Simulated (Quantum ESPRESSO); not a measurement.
Crystal: Ta3N.

```
Ta N
1.0
     3.03222    0.00000    0.00000
    -1.51611    2.62598    0.00000
     0.00000    0.00000    7.52414
Ta N
3 1
Direct
  0.66667 0.33333 0.82607
  0.33333 0.66667 0.17393
  0.00000 0.00000 0.50000
  0.00000 0.00000 0.00000
```

The cell comes from a database or a generator and needn't be the stable form of this composition.

| Quantity | Value |
| --- | --- |
| Program | Quantum ESPRESSO 7.5 |
| Task | single point |
| Functional | PBEsol |
| Potentials or basis | GBRV 1.5 PBEsol |
| Cutoff | 762 eV |
| Density cutoff | 6095 eV |
| k mesh | 10 × 10 × 4 |
| Occupations | fermi-dirac, width 0.05 eV |
| Spin | no spin polarisation |

On this cell: pressure -8.2 GPa; largest force 0.368 eV/Å; band gap on the k mesh none (metal or under the smearing width).

The same run follows on a disturbed copy (atoms moved at random, drawn with an rms of 0.05 Å):

```
Ta N
1.0
     3.03222    0.00000    0.00000
    -1.51611    2.62598    0.00000
     0.00000    0.00000    7.52414
Ta N
3 1
Cartesian
  1.5241 0.9239 6.1879
  0.0463 1.7460 1.3204
  -0.0027 0.0017 3.7259
  -0.0347 0.0406 -0.0509
```

Task: What does the disturbed cell give?

Result: The energy (extrapolated to zero smearing) moves by +16.0 meV/atom; pressure -8.3 GPa; largest force 1.144 eV/Å; band gap on the k mesh none (metal or under the smearing width).

Forces in eV/Å, atoms in the order of the input:
```
Ta  -0.264 -0.013  0.155
Ta  -0.355  0.174 -1.074
Ta  -0.003  0.024  0.348
N    0.622 -0.185  0.571
```

Stress tensor (GPa, compression positive):
```
-9.23  0.04 -0.45
 0.04 -8.46  0.59
-0.45  0.59 -7.18
```
